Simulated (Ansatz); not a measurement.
# Pt3Pb: the cost of one run

Method: DFT r²SCAN, frozen-core PAW, scalar-relativistic unless said, in Ansatz 0.2.0.

1 further run of the same task is left out (it didn't finish).

## 1. The structure to begin with

It takes space group Pm-3m (No. 221, cubic). Conventional cell: a = 4.058 Å, b = 4.058 Å, c = 4.058 Å, α = 90.00°, β = 90.00°, γ = 90.00°. Around Pt (site symmetry 4/mmm) lie 8 Pt at 2.87 Å and 4 Pb at 2.87 Å. Pb (site symmetry m-3m) has 12 Pt at 2.87 Å as nearest neighbours.

Structure file:

```
Pt Pb
1.0
     4.05800    0.00000    0.00000
     0.00000    4.05800    0.00000
     0.00000    0.00000    4.05800
Pt Pb
3 1
Direct
  0.00000 0.50000 0.50000
  0.50000 0.00000 0.50000
  0.50000 0.50000 0.00000
  0.00000 0.00000 0.00000
```

Cartesian axes are those of the input's lattice vectors. The structure goes back to a database entry.

## 2. Cell and atoms relaxed, PAW

input.yaml reads:

```yaml
crystal:
  lattice:
    - [4.058, 0.0, 0.0]
    - [0.0, 4.058, 0.0]
    - [0.0, 0.0, 4.058]
  atoms:
    - { symbol: Pt, position: [0.0, 0.5, 0.5] }
    - { symbol: Pt, position: [0.5, 0.0, 0.5] }
    - { symbol: Pt, position: [0.5, 0.5, 0.0] }
    - { symbol: Pb, position: [0.0, 0.0, 0.0] }
kpoints:
  mp_grid: { grid: [8, 8, 8] }
scf:
  occupations: { method: fermi_dirac, width: 0.08 }
hamiltonian:
  xc: r2scan
  pseudopotentials: { kind: paw }
relax:
  f_tol: 0.002
  max_steps: 80
  cell: {}
output:
  forces: true
  stress: true
  write_density: true
  write_potential: true
  elf: true
  volumetric_format: npy
```

Started as:

```console
> ansatz run input.yaml --threads 1 --pin off --max-ram 3072MiB --backend cpu --events-out ev --progress --plain --runs-dir out
```

What time and memory should one allow on 1 thread of Arm Neoverse V2, shared host?

About 48 s, with a peak of 0.52 GiB.
